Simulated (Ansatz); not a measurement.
# Nb2C3: the cost of one run

Program: Ansatz 0.2.0. Level of theory: DFT PBE, scalar-relativistic, plane waves, PAW. These are calculated values, not measurements.

### 1 The starting structure

Symmetry: P6/mmm, No. 191, hexagonal system. Conventional cell: a = 3.766 Å, b = 3.766 Å, c = 6.843 Å, α = 90.00°, β = 90.00°, γ = 120.00°. Around Nb (site symmetry -6m2) lie 3 Nb at 2.17 Å. Around C (site symmetry mmm) lie 4 C at 1.88 Å.

Coordinates:

```xyz
5
Lattice="3.7660 0.0000 0.0000 -1.8830 3.2615 0.0000 0.0000 0.0000 6.8426" Properties=species:S:1:pos:R:3 pbc="T T T"
Nb    0.0000    2.1743    3.4213
Nb    1.8830    1.0872    3.4213
C     1.8830    0.0000    0.0000
C    -0.9415    1.6307    0.0000
C     0.9415    1.6307    0.0000
```

Recipe of the guess: random cell by space group and Wyckoff sites (P6/mmm, No. 191). Its size is a rough estimate.

### 2 The guess as it stands, on a coarse mesh

input.yaml

```yaml
crystal:
  lattice:
    - [3.76602929, 0.0, 0.0]
    - [-1.88301465, 3.26147704, 0.0]
    - [0.0, 0.0, 6.84261296]
  atoms:
    - { symbol: Nb, position: [0.33333333, 0.66666667, 0.5] }
    - { symbol: Nb, position: [0.66666667, 0.33333333, 0.5] }
    - { symbol: C, position: [0.5, 0.0, 0.0] }
    - { symbol: C, position: [0.0, 0.5, 0.0] }
    - { symbol: C, position: [0.5, 0.5, 0.0] }
basis:
  ecutwfc: 420
kpoints:
  mp_grid: { grid: [6, 6, 4] }
hamiltonian:
  xc: pbe
scf:
  occupations: { method: gaussian, width: 0.1 }
  lower_state_search: "off"
output:
  forces: true
  stress: true
  eigenvalues: true
```

Started as:

```bash
> ansatz run input.yaml --threads 1 --pin off --max-ram 2560MiB --backend cpu --events-out ev --progress --plain --runs-dir out
```

Q: Estimate wall time and peak memory on 1 thread of AMD EPYC (Zen 3), shared host.

About 3.7 s, with a peak of 0.37 GiB.
